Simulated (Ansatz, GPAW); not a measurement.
## A script for ZnS (PBE in single-zeta orbitals)

These are simulated results from GPAW 26.7.0, not measurements. The cell began as a measured structure and was relaxed with r2SCAN in plane waves (Ansatz 0.2.0). All runs are without spin polarisation.

The symmetry is P6_3mc (No. 186, hexagonal); a = 3.805 Å, c = 6.244 Å in the conventional setting, 19.58 Å³ an atom. Zn has 4 S at 2.33–2.34 Å; S has 4 Zn at 2.33–2.34 Å.

The basis is minimal: single zeta, one radial function for each shell that the log's basis lists. It describes the filled bands fairly and the empty ones poorly.

The script, run.py:

```python
import json
from ase import Atoms
from gpaw import GPAW, PW, FermiDirac

atoms = Atoms(['Zn', 'Zn', 'S', 'S'],
              cell=[[3.805428, 0.0, -0.0], [-1.902714, 3.295597, 0.0], [-0.0, 0.0, 6.244018]],
              scaled_positions=[[0.333333, 0.666667, 0.00534], [0.666667, 0.333333, 0.50534], [0.333333, 0.666667, 0.37966], [0.666667, 0.333333, 0.87966]],
              pbc=True)
calc = GPAW(mode='lcao', basis='sz(dzp)', h=0.2, xc='PBE', kpts={'size': (6, 6, 4), 'gamma': True},
            occupations=FermiDirac(0.02), maxiter=100, legacy_gpaw=True, txt='gpaw.txt')
atoms.calc = calc
res = {'energy': atoms.get_potential_energy(force_consistent=True)}
res['electrons'] = calc.get_number_of_electrons()
res['k'] = calc.get_ibz_k_points().tolist()
res['levels'] = [calc.get_eigenvalues(kpt=i).tolist() for i in range(len(res['k']))]
points = [[0.0, 0.0, 0.0], [0.5, 0.0, 0.0], [0.333333, 0.333333, 0.0], [0.0, 0.0, 0.5], [0.5, 0.0, 0.5], [0.333333, 0.333333, 0.5]]
bands = calc.fixed_density(kpts=points, symmetry='off', txt='bands.txt')
res['points'] = [bands.get_eigenvalues(kpt=i).tolist() for i in range(len(points))]
json.dump(res, open('results.json', 'w'))
print('free energy (eV):', round(res['energy'], 5))
```

Command: `python run.py`. It took 54 s on 1 thread of Arm Neoverse V1 (shared host), peak memory 0.19 GiB.

The log gpaw.txt, trimmed of paths, versions and times, then the last line on the terminal. An iter line gives the energy in eV and the logarithms of the changes of orbitals (plane waves alone) and density (c: converged):

```
___ ___ ___ _ _ _
 |   |   |_  | | | |

 | | | | | . | | | |

 |__ |  _|___|_____|  26.7.0
 |___|_|

Input parameters:
  basis: sz(dzp)
  h: 0.2
  kpts: {gamma: True,
         size: (6, 6, 4)}
  maxiter: 100
  mode: lcao
  occupations: {fixmagmom: False,
                name: fermi-dirac,
                width: 0.02}
  xc: PBE

System changes: positions, numbers, cell, pbc, initial_charges, initial_magmoms

Initialize ...

species:
  Zn:
    name:    Zinc
    Z:       30.0
    valence: 12
    core:    18
    charge:  0.0  # [|e|]
    compensation charges:
      type: gauss
      rc: 0.37  # [Å]
      lmax: 2
    cutoffs:
      filter: 2.14  # [Å]
      core: 2.28  # [Å]
    projectors
    | kind |    occ | energy [eV] | rcut [Å] |

    |------|--------|-------------|----------|

    |   4s |  2.000 |      -5.977 |    1.286 |

    |   4p |  0.000 |      -1.117 |    1.270 |

    |   3d | 10.000 |     -10.142 |    1.180 |

    |    s |        |      21.234 |    1.286 |

    |    p |        |      26.095 |    1.270 |

    |    d |        |      17.070 |    1.180 |

    LCAO basis set for Zn:
      Name: sz(dzp)
      Number of radial functions: 3
      Number of spherical harmonics: 9
        l=0, rc=8.1562 Bohr: 4s-sz confined orbital
        l=1, rc=12.4062 Bohr: 4p-sz confined orbital
        l=2, rc=4.3594 Bohr: 3d-sz confined orbital
      Number of RI-basis functions 0

  S:
    name:    Sulfur
    Z:       16.0
    valence: 6
    core:    10
    charge:  0.0  # [|e|]
    compensation charges:
      type: gauss
      rc: 0.24  # [Å]
      lmax: 2
    cutoffs:
      filter: 1.77  # [Å]
      core: 1.66  # [Å]
    projectors
    | kind |    occ | energy [eV] | rcut [Å] |

    |------|--------|-------------|----------|

    |   3s |  2.000 |     -17.254 |    0.974 |

    |   3p |  4.000 |      -7.008 |    0.979 |

    |    s |        |       9.957 |    0.974 |

    |    p |        |      20.203 |    0.979 |

    |    d |        |       0.000 |    0.900 |

    LCAO basis set for S:
      Name: sz(dzp)
      Number of radial functions: 2
      Number of spherical harmonics: 4
        l=0, rc=5.5156 Bohr: 3s-sz confined orbital
        l=1, rc=6.9375 Bohr: 3p-sz confined orbital
      Number of RI-basis functions 0

Reference energy: -119437.893101  # eV

Spin-paired calculation

Convergence criteria:
 Maximum [total energy] change in last 3 cyles: 0.0005 eV / valence electron
 Maximum integral of absolute [dens]ity change: 0.0001 electrons / valence electron
 Maximum integral of absolute [eigenst]ate change: 4e-08 eV^2 / valence electron
 Maximum number of scf [iter]ations: 100
 (Square brackets indicate name in SCF output, whereas a 'c' in
 the SCF output indicates the quantity has converged.)

Symmetries present (total): 1

  ( 1  0  0)
  ( 0  1  0)
  ( 0  0  1)

144 k-points: 6 x 6 x 4 Monkhorst-Pack grid + [1/12,1/12,1/8]
76 k-points in the irreducible part of the Brillouin zone
       k-points in crystal coordinates                weights
   0:     0.00000000    0.00000000    0.00000000          1/144
   1:     0.00000000    0.00000000    0.25000000          2/144
   2:     0.00000000    0.00000000    0.50000000          1/144
   3:     0.00000000    0.16666667   -0.25000000          2/144
   4:     0.00000000    0.16666667    0.00000000          2/144
   5:     0.00000000    0.16666667    0.25000000          2/144
   6:     0.00000000    0.16666667    0.50000000          2/144
   7:     0.00000000    0.33333333   -0.25000000          2/144
   8:     0.00000000    0.33333333    0.00000000          2/144
   9:     0.00000000    0.33333333    0.25000000          2/144
          ...
  75:     0.50000000    0.50000000    0.50000000          1/144

Wave functions: LCAO
  Diagonalizer: Serial LAPACK
  Atomic Correction: dense with blas
  Data-type: complex

Occupation numbers: Fermi-Dirac:
  width: 0.0200  # eV

Eigensolver
   LCAO using direct dense diagonalizer

Densities:
  Coarse grid: 16*16*32 grid
  Fine grid: 32*32*64 grid
  Total Charge: 0.000000

Density mixing:
  Method: separate
  Backend: msr1
  Linear mixing parameter: 0.05
  old densities: 10
  Width of damping distribution: 1.1
  Damping of long wavelength oscillations: 20

Hamiltonian:
  XC and Coulomb potentials evaluated on a 32*32*64 grid
  Using the PBE Exchange-Correlation functional
  Interpolation: tri-quintic (5. degree polynomial)
  Poisson solver: FastPoissonSolver using
    Stencil: 8*3+1=25 point O(h^6) finite-difference Laplacian
    FFT axes: [np.int64(0), np.int64(1), np.int64(2)]
    FST axes: []

XC parameters: PBE with 2 nearest neighbor stencil

Memory estimate:
  Process memory now: 114.36 MiB
  Calculator: 26.92 MiB
    Density: 14.79 MiB
      Arrays: 1.62 MiB
      Localized functions: 11.91 MiB
      Mixer: 1.25 MiB
    Hamiltonian: 1.88 MiB
      Arrays: 1.06 MiB
      XC: 0.00 MiB
      Poisson: 0.00 MiB
      vbar: 0.82 MiB
    Wavefunctions: 10.25 MiB
      C [qnM]: 0.78 MiB
      S, T [2 x qmm]: 1.57 MiB
      P [aqMi]: 0.12 MiB
      BasisFunctions: 7.78 MiB
      Eigensolver: 0.00 MiB

Total number of cores used: 1

Number of atoms: 4
Number of atomic orbitals: 26
Number of bands in calculation: 26
Number of valence electrons: 36
Bands to converge: occupied
Positions:
   0 Zn    -0.000002    2.197066    0.033343    ( 0.0000,  0.0000,  0.0000)
   1 Zn     1.902716    1.098531    3.155352    ( 0.0000,  0.0000,  0.0000)
   2 S     -0.000002    2.197066    2.370604    ( 0.0000,  0.0000,  0.0000)
   3 S      1.902716    1.098531    5.492613    ( 0.0000,  0.0000,  0.0000)

Unit cell:
           periodic     x           y           z      points  spacing
  1. axis:    yes    3.805428    0.000000   -0.000000    16     0.2060
  2. axis:    yes   -1.902714    3.295597    0.000000    16     0.2060
  3. axis:    yes   -0.000000    0.000000    6.244018    32     0.1951

  Lengths:   3.805428   3.805428   6.244018
  Angles:   90.000000  90.000000 120.000002

Effective grid spacing dv^(1/3) = 0.2122

iter:   1   -10.766819        c
iter:   2   -10.743884        c -1.28
iter:   3   -10.655863        c -1.31
iter:   4   -10.653534        c -2.13
iter:   5   -10.653139c       c -2.79
iter:   6   -10.653132c       c -3.70
iter:   7   -10.653131c       c -4.12c

Converged after 7 iterations.

Energy contributions relative to reference atoms: (reference = -119437.893101)

Kinetic:        +62.000208
Potential:      -52.116239
External:        +0.000000
XC:             -20.883605
Entropy (-ST):   -0.000000
Local:           +0.346505
SIC:             +0.000000
--------------------------
Free energy:    -10.653131
Extrapolated:   -10.653131

Showing only first 2 kpts
 Kpt  Band  Eigenvalues  Occupancy
  0    16      3.98785    2.00000
  0    17      3.98904    2.00000
  0    18      6.07827    0.00000
  0    19      7.74845    0.00000

  1    16      3.83852    2.00000
  1    17      3.83960    2.00000
  1    18      7.01566    0.00000
  1    19      7.82169    0.00000

Fermi level: 5.00494

Gap: 2.089 eV
Transition (v -> c):
  (s=0, k=0, n=17, [0.00, 0.00, 0.00]) -> (s=0, k=0, n=18, [0.00, 0.00, 0.00])
No difference between direct/indirect transitions

free energy (eV): -10.65313
```

The gap in the log is over the mesh alone; results.json adds the listed points. PBE in single-zeta orbitals gives a gap of 2.09 eV. On the same cell, plane-wave PBE (Ansatz, 12×12×4 k points and the special points) gives a gap of 2.21 eV and r2SCAN a gap of 2.78 eV; on shared hosts these took about 12 and 29 core-seconds on the 4-atom cell, against 54 for the script. Semilocal gaps usually lie below measured ones.
